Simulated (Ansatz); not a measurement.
**F2 with ZrCl4: structure and interaction energy**

Aim: relax the pair, then compute its interaction energy with counterpoise at many levels, up to CCSD(T).

Computed with Ansatz 0.2.0, Gaussian basis. Level: PBE0-D4 structure, single points in def2-TZVPPD.

Levels: PBE-D4, revPBE-D4, BLYP-D4, r2SCAN-D4, B97M-V, PBE0-D4, B3LYP-D4, HSE06-D4, wB97X-V, wB97M-V, B2PLYP, Hartree-Fock, MP2, CCSD, CCSD(T). The reference is CCSD(T) extrapolated to the basis limit. For elements past Ar these valence bases correlate outer-core shells poorly, so that limit is rough.

Correlated methods freeze the cores. Core potentials replace the inner electrons past krypton, and spin-orbit coupling is left out. B3LYP uses VWN-RPA correlation. B2PLYP carries no dispersion term here.

2 further runs of the same task are left out: 2 set aside as unsound or not needed.

## Step 1: Starting geometry

The pair, from a GFN2-xTB docking trial: 7 atoms, charge 0, spin multiplicity 1.

Atoms are counted from 1 here; the program's logs count them from 0.

Bond lengths: F1–F2 1.403 Å, Cl3–Zr4 2.252 Å, Zr4–Cl5 2.252 Å, Zr4–Cl6 2.252 Å, Zr4–Cl7 2.251 Å. Angles: Cl3–Zr4–Cl5 109.5°, Cl3–Zr4–Cl6 109.0°, Cl3–Zr4–Cl7 109.3°, Cl5–Zr4–Cl6 109.5°, Cl5–Zr4–Cl7 110.2°, Cl6–Zr4–Cl7 109.3°.

Geometry (Å):

```mol
Cl4F2Zr
  3D, bonds by distance, orders not assigned

  7  5  0  0  0  0  0  0  0  0999 V2000
    0.7469    0.0350   -3.7734 F   0  0
   -0.6526    0.1260   -3.8178 F   0  0
   -1.7922   -0.9566    2.5450 Cl  0  0
   -0.0195   -0.0261    1.5133 Zr  0  0
   -0.1359    2.2157    1.6939 Cl  0  0
    1.8705   -0.7614    2.4930 Cl  0  0
   -0.0173   -0.6327   -0.6540 Cl  0  0
  1  2  8  0
  3  4  8  0
  4  5  8  0
  4  6  8  0
  4  7  8  0
M  END
```

Atoms 1 to 2 are fragment A (F2), the rest fragment B (ZrCl4).

## Step 2: A first relaxation in a small basis

Contents of pre/in.yaml:

```yaml
crystal:
  periodic: [false, false, false]
  atoms:
    - {symbol: F, position_ang: [0.746900, 0.035000, -3.773400]}
    - {symbol: F, position_ang: [-0.652600, 0.126000, -3.817800]}
    - {symbol: Cl, position_ang: [-1.792200, -0.956600, 2.545000]}
    - {symbol: Zr, position_ang: [-0.019500, -0.026100, 1.513300]}
    - {symbol: Cl, position_ang: [-0.135900, 2.215700, 1.693900]}
    - {symbol: Cl, position_ang: [1.870500, -0.761400, 2.493000]}
    - {symbol: Cl, position_ang: [-0.017300, -0.632700, -0.654000]}
basis:
  gaussian: {orbitals: def2-SVP}
hamiltonian: {xc: pbe, dispersion: d4}
relax: {f_tol: 0.03, max_steps: 250}
```

No record of the launch command was kept for these runs.

The runs that follow: Relaxation at PBE0-D4; CCSD(T)/def2-TZVPPD.

Q: Predict the outcome of this session. Wanted: interaction energy, CCSD(T)/CBS; of it Hartree-Fock; D4 term of PBE0-D4; shortest contact.

As calculated:

```
                        quantity          value
 interaction energy, CCSD(T)/CBS   -2.97 kJ/mol
of it Hartree-Fock (basis limit)   +2.60 kJ/mol
              D4 term of PBE0-D4   -3.19 kJ/mol
                shortest contact  F2–Cl5 3.62 Å
```

In words: The pair is bound by 2.97 kJ/mol at fixed fragment shapes. Hartree-Fock doesn't bind it at this geometry, so correlation, mostly dispersion, holds it together. The functionals run from B97M-V, off by -0.27 kJ/mol, to B2PLYP, off by +3.07 kJ/mol, against CCSD(T)/CBS. HSE06-D4 is as near within the digits shown. Mean unsigned error by rung: GGA 0.71, meta-GGA 0.60, hybrid 0.31, screened hybrid 0.27, range-separated hybrid 1.01, double hybrid 3.07 kJ/mol. PBE-D4 gives an interaction energy 0.76 kJ/mol too low, an error of 26 % of the reference. CCSD(T) moves by -0.64 kJ/mol from triple zeta to the limit; gaps between functionals far smaller than that don't rank them. A lower arrangement may exist. The restricted Hartree–Fock reference is unstable towards an unrestricted one at one or more of these structures.
